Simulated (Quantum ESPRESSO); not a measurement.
# CInFTeH4 in Quantum ESPRESSO: real-space fields with PBE

Aim: the real-space fields of CInFTeH4 with PBE.

All numbers are computed with Quantum ESPRESSO 7.5; they aren't measurements. Logs are shortened: lines on timing, memory, paths and dates and some standing lists are left out, and cuts for length are marked.

## Step 1: The molecule as given

The cell holds a molecule in a box, 8 atoms: a = 12.000 Å, b = 15.000 Å, c = 13.000 Å, α = 90.00°, β = 90.00°, γ = 90.00°.

## Step 2: Real-space fields, PBE

pw.in reads:

```
&CONTROL
  calculation = 'scf'
  prefix = 'pwscf'
  outdir = './tmp'
  pseudo_dir = './pseudo'
  tprnfor = .true.
  disk_io = 'low'
/
&SYSTEM
  ibrav = 0
  celldm(1) = 8
  nat = 8
  ntyp = 5
  ecutwfc = 84
  nbnd = 31
  occupations = 'smearing'
  smearing = 'fd'
  degauss = 0.00367493
/
&ELECTRONS
  conv_thr = 1.6d-09
  electron_maxstep = 120
  mixing_beta = 0.5
/
ATOMIC_SPECIES
C     12.0110 C.upf
In   114.8180 In.upf
F     18.9984 F.upf
Te   127.6000 Te.upf
H      1.0080 H.upf
CELL_PARAMETERS alat
  2.8345891869387   0.0000000000000   0.0000000000000
  0.0000000000000   3.5432364836733   0.0000000000000
  0.0000000000000   0.0000000000000   3.0708049525169
ATOMIC_POSITIONS crystal
C      0.4881958300    0.6294233300    0.4342884600
In     0.4970291700    0.5089100000    0.5210500000
F      0.6044625000    0.5122233300    0.6349115400
Te     0.3977041700    0.3492300000    0.5164038500
H      0.4302375000    0.6228700000    0.3703192300
H      0.4610791700    0.6828966700    0.4852961500
H      0.5713208300    0.6449033300    0.4055423100
H      0.4735375000    0.3199033300    0.6173961500
K_POINTS gamma
```

pp_density.in reads:

```
&INPUTPP
  prefix = 'pwscf'
  outdir = './tmp'
  filplot = 'density.dat'
  plot_num = 0
/
&PLOT
  nfile = 1
  filepp(1) = 'density.dat'
  iflag = 3
  output_format = 6
  fileout = 'density.cube'
/
```

pp_potential.in reads:

```
&INPUTPP
  prefix = 'pwscf'
  outdir = './tmp'
  filplot = 'potential.dat'
  plot_num = 11
/
&PLOT
  nfile = 1
  filepp(1) = 'potential.dat'
  iflag = 3
  output_format = 6
  fileout = 'potential.cube'
/
```

pp_elf.in reads:

```
&INPUTPP
  prefix = 'pwscf'
  outdir = './tmp'
  filplot = 'elf.dat'
  plot_num = 8
/
&PLOT
  nfile = 1
  filepp(1) = 'elf.dat'
  iflag = 3
  output_format = 6
  fileout = 'elf.cube'
/
```

pp_potential_ks.in reads:

```
&INPUTPP
  prefix = 'pwscf'
  outdir = './tmp'
  filplot = 'potential_ks.dat'
  plot_num = 1
/
&PLOT
  nfile = 1
  filepp(1) = 'potential_ks.dat'
  iflag = 3
  output_format = 6
  fileout = 'potential_ks.cube'
/
```

Potentials or basis: PseudoDojo 0.4.1 SR PBE standard.

Command:

```sh
$ OMP_NUM_THREADS=1 pw.x -in pw.in > pw.out
$ OMP_NUM_THREADS=1 pp.x -in pp_density.in > pp_density.out
$ OMP_NUM_THREADS=1 pp.x -in pp_potential.in > pp_potential.out
$ OMP_NUM_THREADS=1 pp.x -in pp_elf.in > pp_elf.out
$ OMP_NUM_THREADS=1 pp.x -in pp_potential_ks.in > pp_potential_ks.out
```

pw.out:

```text
This program is part of the open-source Quantum ESPRESSO suite
     for quantum simulation of materials; please cite
         "P. Giannozzi et al., J. Phys.:Condens. Matter 21 395502 (2009);
         "P. Giannozzi et al., J. Phys.:Condens. Matter 29 465901 (2017);
         "P. Giannozzi et al., J. Chem. Phys. 152 154105 (2020);
     in publications or presentations arising from this work. More details at

     gamma-point specific algorithms are used

     G-vector sticks info
     --------------------
     sticks:   dense  smooth     PW     G-vecs:    dense   smooth      PW
     Sum       17177   17177   4293              1642511  1642511  205107

     Using Slab Decomposition

     bravais-lattice index     =            0
     lattice parameter (alat)  =       8.0000  a.u.
     unit-cell volume          =   15791.1027 (a.u.)^3
     number of atoms/cell      =            8
     number of atomic types    =            5
     number of electrons       =        44.00
     number of Kohn-Sham states=           31
     kinetic-energy cutoff     =      84.0000  Ry
     charge density cutoff     =     336.0000  Ry
     scf convergence threshold =      1.6E-09
     mixing beta               =       0.5000
     number of iterations used =            8  plain     mixing
     Exchange-correlation= PBE
                           (   1   4   3   4   0   0   0)

     celldm(1)=   8.000000  celldm(2)=   0.000000  celldm(3)=   0.000000
     celldm(4)=   0.000000  celldm(5)=   0.000000  celldm(6)=   0.000000

     crystal axes: (cart. coord. in units of alat)
               a(1) = (   2.834589   0.000000   0.000000 )
               a(2) = (   0.000000   3.543236   0.000000 )
               a(3) = (   0.000000   0.000000   3.070805 )

     reciprocal axes: (cart. coord. in units 2 pi/alat)
               b(1) = (  0.352785  0.000000  0.000000 )
               b(2) = (  0.000000  0.282228  0.000000 )
               b(3) = (  0.000000  0.000000  0.325648 )

     PseudoPot. # 1 for C  read from file:
     C.upf
     Pseudo is Norm-conserving + core correction, Zval =  4.0
     Generated using ONCVPSP code by D. R. Hamann
     Using radial grid of 1248 points,  4 beta functions with:
                l(1) =   0
                l(2) =   0
                l(3) =   1
                l(4) =   1

     PseudoPot. # 2 for In read from file:
     In.upf
     Pseudo is Norm-conserving + core correction, Zval = 13.0
     Generated using ONCVPSP code by D. R. Hamann
     Using radial grid of 1964 points,  6 beta functions with:
                l(1) =   0
                l(2) =   0
                l(3) =   1
                l(4) =   1
                l(5) =   2
                l(6) =   2

     PseudoPot. # 3 for F  read from file:
     F.upf
     Pseudo is Norm-conserving + core correction, Zval =  7.0
     Generated using ONCVPSP code by D. R. Hamann
     Using radial grid of  832 points,  5 beta functions with:
                l(1) =   0
                l(2) =   0
                l(3) =   1
                l(4) =   1
                l(5) =   2

     PseudoPot. # 4 for Te read from file:
     Te.upf
     Pseudo is Norm-conserving + core correction, Zval = 16.0
     Generated using ONCVPSP code by D. R. Hamann
     Using radial grid of 1294 points,  6 beta functions with:
                l(1) =   0
                l(2) =   0
                l(3) =   1
                l(4) =   1
                l(5) =   2
                l(6) =   2

     PseudoPot. # 5 for H  read from file:
     H.upf
     Pseudo is Norm-conserving, Zval =  1.0
     Generated using ONCVPSP code by D. R. Hamann
     Using radial grid of 1166 points,  3 beta functions with:
                l(1) =   0
                l(2) =   0
                l(3) =   1

     atomic species   valence    mass     pseudopotential
     C                 4.00    12.01100     C ( 1.00)
     In               13.00   114.81800     In( 1.00)
     F                 7.00    18.99840     F ( 1.00)
     Te               16.00   127.60000     Te( 1.00)
     H                 1.00     1.00800     H ( 1.00)

     No symmetry found

   Cartesian axes

     site n.     atom                  positions (alat units)
         1        C      tau(   1) = (   1.3838346   2.2301957   1.3336152  )
         2        In     tau(   2) = (   1.4088735   1.8031885   1.6000429  )
         3        F      tau(   3) = (   1.7134029   1.8149284   1.9496895  )
         4        Te     tau(   4) = (   1.1273279   1.2374045   1.5857755  )
         5        H      tau(   5) = (   1.2195466   2.2069757   1.1371781  )
         6        H      tau(   6) = (   1.3069700   2.4196644   1.4902498  )
         7        H      tau(   7) = (   1.6194598   2.2850450   1.2453413  )
         8        H      tau(   8) = (   1.3422843   1.1334932   1.8959032  )

     number of k points=     1  Fermi-Dirac smearing, width (Ry)=  0.0037
                       cart. coord. in units 2pi/alat
        k(    1) = (   0.0000000   0.0000000   0.0000000), wk =   2.0000000

     Dense  grid:   821256 G-vectors     FFT dimensions: ( 135, 180, 144)

     Initial potential from superposition of free atoms

     starting charge      43.9958, renormalised to      44.0000

     negative rho (up, down):  1.935E-04 0.000E+00
     Starting wfcs are   30 randomized atomic wfcs +    1 random wfcs

     Self-consistent Calculation

     iteration #  1     ecut=    84.00 Ry     beta= 0.50
     Davidson diagonalization with overlap
     ethr =  1.00E-02,  avg # of iterations =  6.0

     negative rho (up, down):  7.195E-05 0.000E+00

     total energy              =    -408.35329828 Ry
     estimated scf accuracy    <       1.17357833 Ry

     iteration #  2     ecut=    84.00 Ry     beta= 0.50
     Davidson diagonalization with overlap
     ethr =  2.67E-03,  avg # of iterations =  4.0

     negative rho (up, down):  4.020E-05 0.000E+00

     total energy              =    -408.63056622 Ry
     estimated scf accuracy    <       0.24217425 Ry

     iteration #  3     ecut=    84.00 Ry     beta= 0.50
     Davidson diagonalization with overlap
     ethr =  5.50E-04,  avg # of iterations =  5.0

     negative rho (up, down):  1.211E-05 0.000E+00

     total energy              =    -408.66749655 Ry
     estimated scf accuracy    <       0.02090376 Ry

     iteration #  4     ecut=    84.00 Ry     beta= 0.50
     Davidson diagonalization with overlap
     c_bands:  1 eigenvalues not converged
     ethr =  4.75E-05,  avg # of iterations = 20.0

     negative rho (up, down):  1.456E-06 0.000E+00

     total energy              =    -408.66984097 Ry
     estimated scf accuracy    <       0.00392482 Ry

     iteration #  5     ecut=    84.00 Ry     beta= 0.50
     Davidson diagonalization with overlap
     ethr =  8.92E-06,  avg # of iterations =  5.0

     negative rho (up, down):  6.810E-07 0.000E+00

     total energy              =    -408.67039922 Ry
     estimated scf accuracy    <       0.00015280 Ry

     iteration #  6     ecut=    84.00 Ry     beta= 0.50
     Davidson diagonalization with overlap
     ethr =  3.47E-07,  avg # of iterations =  9.0

     negative rho (up, down):  2.568E-07 0.000E+00

     total energy              =    -408.67042095 Ry
     estimated scf accuracy    <       0.00003036 Ry

     iteration #  7     ecut=    84.00 Ry     beta= 0.50
     Davidson diagonalization with overlap
     ethr =  6.90E-08,  avg # of iterations =  2.0

     negative rho (up, down):  3.916E-08 0.000E+00

     total energy              =    -408.67042698 Ry
     estimated scf accuracy    <       0.00000419 Ry

     iteration #  8     ecut=    84.00 Ry     beta= 0.50
     Davidson diagonalization with overlap
     ethr =  9.51E-09,  avg # of iterations =  4.0

     total energy              =    -408.67042784 Ry
     estimated scf accuracy    <       0.00000065 Ry

     iteration #  9     ecut=    84.00 Ry     beta= 0.50
     Davidson diagonalization with overlap
     ethr =  1.48E-09,  avg # of iterations =  2.0

     total energy              =    -408.67042795 Ry
     estimated scf accuracy    <       0.00000003 Ry

     iteration # 10     ecut=    84.00 Ry     beta= 0.50
     Davidson diagonalization with overlap
     ethr =  7.45E-11,  avg # of iterations =  2.0

     total energy              =    -408.67042796 Ry
     estimated scf accuracy    <          3.4E-09 Ry

     iteration # 11     ecut=    84.00 Ry     beta= 0.50
     Davidson diagonalization with overlap
     ethr =  7.70E-12,  avg # of iterations =  4.0

     End of self-consistent calculation

          k = 0.0000 0.0000 0.0000 (102554 PWs)   bands (ev):

   -40.8465 -40.8158 -40.6599 -40.5912 -40.5712 -26.5417 -19.1053 -18.8253
   -18.7910 -18.7346 -18.6143 -16.6460 -15.3112  -9.8943  -9.7844  -9.7692
    -8.5556  -7.6645  -7.5882  -7.3895  -6.3152  -5.3745  -1.8264  -1.4649
    -1.0339   0.0792   0.2120   0.4248   0.7018   0.8650   0.9266

     the Fermi energy is    -3.9201 ev

!    total energy              =    -408.67042796 Ry
     estimated scf accuracy    <          3.4E-10 Ry
     smearing contrib. (-TS)   =      -0.00000000 Ry
     internal energy E=F+TS    =    -408.67042796 Ry

     The total energy is F=E-TS. E is the sum of the following terms:
     one-electron contribution =    -742.47429099 Ry
     hartree contribution      =     376.65281180 Ry
     xc contribution           =    -107.40849784 Ry
     ewald contribution        =      64.55954907 Ry

     convergence has been achieved in  11 iterations

     Forces acting on atoms (cartesian axes, Ry/au):

     atom    1 type  1   force =    -0.00019776    0.00593759   -0.00338398
     atom    2 type  2   force =    -0.01019757   -0.00061106   -0.01162060
     atom    3 type  3   force =     0.01542422    0.00082271    0.01762506
     atom    4 type  4   force =    -0.01170592   -0.00690008   -0.00986572
     atom    5 type  5   force =    -0.00368440   -0.00100999   -0.00420592
     atom    6 type  5   force =    -0.00180407    0.00399592    0.00374806
     atom    7 type  5   force =     0.00541282    0.00091615   -0.00194372
     atom    8 type  5   force =     0.00675269   -0.00315124    0.00964682

     Total force =     0.036951     Total SCF correction =     0.000042

=------------------------------------------------------------------------------=
   JOB DONE.
=------------------------------------------------------------------------------=
```

Wall time 5.8 min (1 thread of AMD EPYC (Zen 3), shared host); peak memory 1.2 GiB.

What came out:

```yaml
Free_energy: -5560.2444 eV
Largest_force: 0.603 eV/Å
Gap_between_the_frontier_levels: 3.55 eV
Dipole_moment: 3.12 D
```

Forces in eV/Å, atoms in the order of the input:
```
C   -0.005  0.153 -0.087
In  -0.262 -0.016 -0.299
F    0.397  0.021  0.453
Te  -0.301 -0.177 -0.254
H   -0.095 -0.026 -0.108
H   -0.046  0.103  0.096
H    0.139  0.024 -0.050
H    0.174 -0.081  0.248
```

Caveat: this is a molecule in a periodic box, so the gap is that between its Kohn-Sham HOMO and LUMO and the box isn't a crystal; spin-orbit coupling is left out, which moves the levels of the heavy elements.
